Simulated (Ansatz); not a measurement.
# C5H10CuN3: basis-set convergence

The task here is to estimate one member of a computed series from the others.

Method: one geometry, several basis sets; program: Ansatz 0.2.0, Gaussian basis.

Levels to be run: PBE0-D4/def2-SVP; ωB97M-V/def2-SVP; PBE0-D4/def2-QZVPP; ωB97M-V/def2-QZVPP; the functionals' def2-TZVPP values are taken from earlier runs.

## The relaxed structure

All runs share one geometry, relaxed beforehand with PBE0-D4 in a triple-zeta def2 set.

19 atoms, charge 0, spin multiplicity 1.

Atoms are counted from 1 here; the program's logs count them from 0.

Bond lengths: C1–N2 1.444 Å, C1–H10 1.091 Å, C1–H11 1.091 Å, C1–H12 1.089 Å, N2–C3 1.373 Å, N2–C7 1.353 Å, C3–C4 1.351 Å, C3–H13 1.077 Å, C4–N5 1.374 Å, C4–H14 1.077 Å, N5–C6 1.444 Å, N5–C7 1.352 Å, C6–H15 1.089 Å, C6–H16 1.091 Å, C6–H17 1.091 Å, C7–Cu8 1.889 Å, Cu8–N9 1.828 Å, N9–H18 1.014 Å and more. Angles: N2–C1–H10 110.4°, N2–C1–H11 110.4°, N2–C1–H12 107.9°, H10–C1–H11 109.4°, H10–C1–H12 109.3°, H11–C1–H12 109.3°, C1–N2–C3 124.7°, C1–N2–C7 123.7°, C3–N2–C7 111.6°, N2–C3–C4 106.5°, N2–C3–H13 122.8°, C4–C3–H13 130.7°, C3–C4–N5 106.5°, C3–C4–H14 130.7°, N5–C4–H14 122.8°, C4–N5–C6 124.7°, C4–N5–C7 111.6°, C6–N5–C7 123.7° and more.

Coordinates:

```
C     2.0355   -1.1423   -0.8003
N     0.8881   -0.2822   -0.9728
C     0.5575    0.3541   -2.1441
C    -0.5703    1.0542   -1.8946
N    -0.8900    0.8217   -0.5792
C    -2.0333    1.3838    0.1001
C     0.0023   -0.0054    0.0114
Cu    0.0289   -0.6406    1.7907
N     0.2000   -1.3415    3.4702
H     2.9574   -0.5906   -0.9921
H     1.9768   -1.9962   -1.4775
H     2.0351   -1.4977    0.2295
H     1.1407    0.2591   -3.0444
H    -1.1603    1.6876   -2.5351
H    -2.0204    1.0191    1.1266
H    -2.9586    1.0685   -0.3853
H    -1.9783    2.4738    0.1017
H    -0.5488   -1.9525    3.7759
H     0.3377   -0.6729    4.2195
```

Set-up of the first run:

File in.yaml:

```yaml
crystal:
  periodic: [false, false, false]
  atoms:
    - {symbol: C, position_ang: [2.035485, -1.142319, -0.800276]}
    - {symbol: N, position_ang: [0.888087, -0.282221, -0.972837]}
    - {symbol: C, position_ang: [0.557472, 0.354058, -2.144144]}
    - {symbol: C, position_ang: [-0.570285, 1.054209, -1.894626]}
    - {symbol: N, position_ang: [-0.890044, 0.821702, -0.579185]}
    - {symbol: C, position_ang: [-2.033259, 1.383770, 0.100099]}
    - {symbol: C, position_ang: [0.002259, -0.005377, 0.011423]}
    - {symbol: Cu, position_ang: [0.028887, -0.640576, 1.790726]}
    - {symbol: N, position_ang: [0.200023, -1.341528, 3.470169]}
    - {symbol: H, position_ang: [2.957396, -0.590578, -0.992079]}
    - {symbol: H, position_ang: [1.976777, -1.996197, -1.477459]}
    - {symbol: H, position_ang: [2.035133, -1.497671, 0.229491]}
    - {symbol: H, position_ang: [1.140721, 0.259091, -3.044399]}
    - {symbol: H, position_ang: [-1.160303, 1.687642, -2.535146]}
    - {symbol: H, position_ang: [-2.020412, 1.019051, 1.126559]}
    - {symbol: H, position_ang: [-2.958592, 1.068504, -0.385348]}
    - {symbol: H, position_ang: [-1.978276, 2.473842, 0.101684]}
    - {symbol: H, position_ang: [-0.548763, -1.952471, 3.775871]}
    - {symbol: H, position_ang: [0.337725, -0.672949, 4.219479]}
basis:
  gaussian: {orbitals: def2-SVP}
hamiltonian: {xc: pbe0, dispersion: d4}
output: {orbitals: {seedname: orbitals}}
```

Command:

```console
> ansatz run in.yaml --threads 4 --pin off --events-out ev --progress --plain --max-ram 46080MiB --backend cpu
```

Among the steps run: PBE0-D4 in def2-SVP; ωB97M-V in def2-SVP; PBE0-D4 in def2-QZVPP; ωB97M-V in def2-QZVPP.

One table of the session follows, with a row left open; its other results are not shown here.

It belongs to the step «Density functionals: the series». 

```
functional       basis  HOMO (eV)  LUMO (eV)
   PBE0-D4    def2-SVP      -3.97       0.23
   PBE0-D4  def2-TZVPP          ?          ?
   PBE0-D4  def2-QZVPP      -4.64      -0.31
   ωB97M-V    def2-SVP      -6.30       2.12
   ωB97M-V  def2-TZVPP      -6.90       1.84
   ωB97M-V  def2-QZVPP      -7.00       1.06
```

Q: Estimate the row for PBE0-D4, def2-TZVPP from the others.

The run gave: HOMO (eV): -4.55; LUMO (eV): -0.11. In the column «HOMO (eV)» it lies between PBE0-D4, def2-QZVPP (-4.64) and PBE0-D4, def2-SVP (-3.97).
